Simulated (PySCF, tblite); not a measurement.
# C₄H₁₀PSi radical: geometry, infrared bands and EPR parameters

Wanted: the infrared bands and EPR parameters of C₄H₁₀PSi radical (`C[C]1C[C@H]1[SiH2]P`), by calculation.

Computed with tblite 0.8.0 and PySCF 2.14.0, with density-fitted response routines of our own, on a single molecule in the gas phase. Atoms count from 0, in the outputs and in this text.

**1. The molecule as given**

16 atoms, charge 0, multiplicity 2; geometry from: force field or distance geometry start.

Bonds of the start (Å): C0–C1 1.49, C1–C2 1.48, C2–C3 1.50, C3–Si4 1.87, Si4–P5 2.19, C3–C1 1.50, C0–H6 1.11, C0–H7 1.11, C0–H8 1.12, C2–H9 1.11, C2–H10 1.11, C3–H11 1.10, Si4–H12 1.45, Si4–H13 1.47, P5–H14 1.47, P5–H15 1.46.

**2. Optimising the geometry with GFN2-xTB**

The job: settings as JSON, then the geometry in Å.

```
{"job": {"kind": "relax", "xc": "GFN2-xTB", "basis": "xTB"}, "charge": 0, "multiplicity": 2}
C     -2.057000    -0.705700     0.867600
C     -0.862200     0.083500     0.454900
C     -0.936700     1.255000    -0.449900
C     -0.288700    -0.014000    -0.931700
Si     1.583200    -0.096900    -0.925500
P      2.320800    -0.342200     1.126900
H     -2.788300    -0.882700     0.048900
H     -2.577900    -0.218400     1.724500
H     -1.702600    -1.716400     1.188800
H     -0.281000     2.101500    -0.159100
H     -1.884100     1.537000    -0.956300
H     -0.808800    -0.582600    -1.715100
H      1.979500    -1.276500    -1.676300
H      2.122300     1.143600    -1.508500
H      2.692000     0.951500     1.723200
H      3.481900    -1.227800     1.176300
```

Launch:

```sh
$ OMP_NUM_THREADS=1 python probes_run.py task.json out
```

This one command runs all jobs of the session in turn.

**Question.** This job is followed by: GFN2-xTB harmonic vibrations, gas phase; UKS B3LYP, pcH-1 on C H P Si, non-relativistic, mean-field spin-orbit, GIAO. What will the session give for the following? strongest single infrared mode (GFN2-xTB); zero-point energy (GFN2-xTB); g(iso) (B3LYP); ⟨S²⟩; largest a(iso) (averaged by class); potential on the surface of density 0.002 e/bohr³, 1st and 99th percentile.

**Answer**, as computed:

```
                                                                  quantity                  value
                                 strongest single infrared mode (GFN2-xTB)  1710 cm⁻¹, 278 km/mol
                                              zero-point energy (GFN2-xTB)          74.7 kcal/mol
                                                            g(iso) (B3LYP)                2.00313
                                                                      ⟨S²⟩     0.757 (exact 0.75)
                                        largest a(iso) (averaged by class)   31P on P5, 970.3 MHz
potential on the surface of density 0.002 e/bohr³, 1st and 99th percentile     -0.43 V and 1.03 V
```

**Reading.** Relaxing lowered the energy by 1.241 eV in 115 steps; the close pair that moved most is C1–P5, from 3.281 to 2.068 Å. That is a new bond, so the results belong to the closed-up structure, not to the formula as drawn. The frame itself reshapes: C1···P5 goes from 3.28 to 2.07 Å. All 42 modes are real, so the xTB geometry is a minimum. The strongest single mode, at 1710 cm⁻¹, moves mainly H15. Unscaled tight-binding wavenumbers are off by several per cent, some by more. Its intensities can rank the bands wrongly. The largest spin populations lie on C1 (0.38 e), P5 (0.34 e). The isotropic g lies 0.8 ppt above the free-electron value.
